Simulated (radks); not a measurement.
# Taking charge from the 4s level of Br in fractions

What happens to E and to the 4s eigenvalue of Br when a fraction of an electron is removed? The exact functional would give straight lines between whole numbers for a frontier level.

Program: radks (a radial shooting solver on a logarithmic mesh, Libxc functionals) version 1. Level of theory: Dirac Kohn-Sham, BLYP, spin-unpolarised, spherical densities, point nucleus; open shells are shared between the two j in proportion to 2j + 1. These are calculated values, not measurements, unless marked.

**1. The system**

| Property | Result |
| --- | --- |
| element | bromine (Z = 35) |
| charge | 0 |
| electrons | 35 |
| configuration | [Ar] 3d10 4s2 4p5 |

The outer shells:

Br
```
[Ar] core
3d [↑↓][↑↓][↑↓][↑↓][↑↓]
4s [↑↓]
4p [↑↓][↑↓][↑ ]
```

**2. Start: [Ar] 3d10 4s2 4p5**

Input:

```text
Z 35
configuration [Ar] 3d10 4s2 4p5
relativity Dirac
functional b88,lyp
spin unpolarised
j_filling average
nucleus point
c 137.035999084
```

**3. 0.25 electron removed from 4s**

Settings, as their differences from step 2:

```diff
@@ -1,3 +1,3 @@
 Z 35
-configuration [Ar] 3d10 4s2 4p5
+configuration [Ar] 3d10 4s1.75 4p5
 relativity Dirac
```

**4. 0.5 electron removed from 4s**

Settings, as their differences from step 3:

```diff
@@ -1,3 +1,3 @@
 Z 35
-configuration [Ar] 3d10 4s1.75 4p5
+configuration [Ar] 3d10 4s1.5 4p5
 relativity Dirac
```

**5. 0.75 electron removed from 4s**

Settings, as their differences from step 4:

```diff
@@ -1,3 +1,3 @@
 Z 35
-configuration [Ar] 3d10 4s1.5 4p5
+configuration [Ar] 3d10 4s1.25 4p5
 relativity Dirac
```

**6. 1 electron removed from 4s**

Settings, as their differences from step 5:

```diff
@@ -1,3 +1,3 @@
 Z 35
-configuration [Ar] 3d10 4s1.25 4p5
+configuration [Ar] 3d10 4s1 4p5
 relativity Dirac
```

Before running it: what results should come out? Wanted: for each run, removed; E − E(0); eigenvalue; E minus straight line.

**Answer**, as computed:

| removed (e) | E − E(0) (eV) | eigenvalue (eV) | E minus straight line (eV) |
| --- | --- | --- | --- |
| 0 | 0.000 | -20.024 | 0.000 |
| 0.25 | 5.333 | -22.657 | -1.028 |
| 0.5 | 11.336 | -25.386 | -1.385 |
| 0.75 | 18.033 | -28.201 | -1.049 |
| 1 | 25.443 | -31.093 | 0.000 |

What this shows: Removing the whole electron costs 25.443 eV, against 20.024 eV from minus the starting eigenvalue. Slater's transition state, half an electron removed, gives 25.386 eV. The trapezoid integral of minus the eigenvalue gives 25.451 eV over the range, against 25.443 eV from the energies (Janak's theorem). The eigenvalue moves by 11.1 eV per electron. E bends below the straight line by 1.39 eV at 0.5 electron removed.
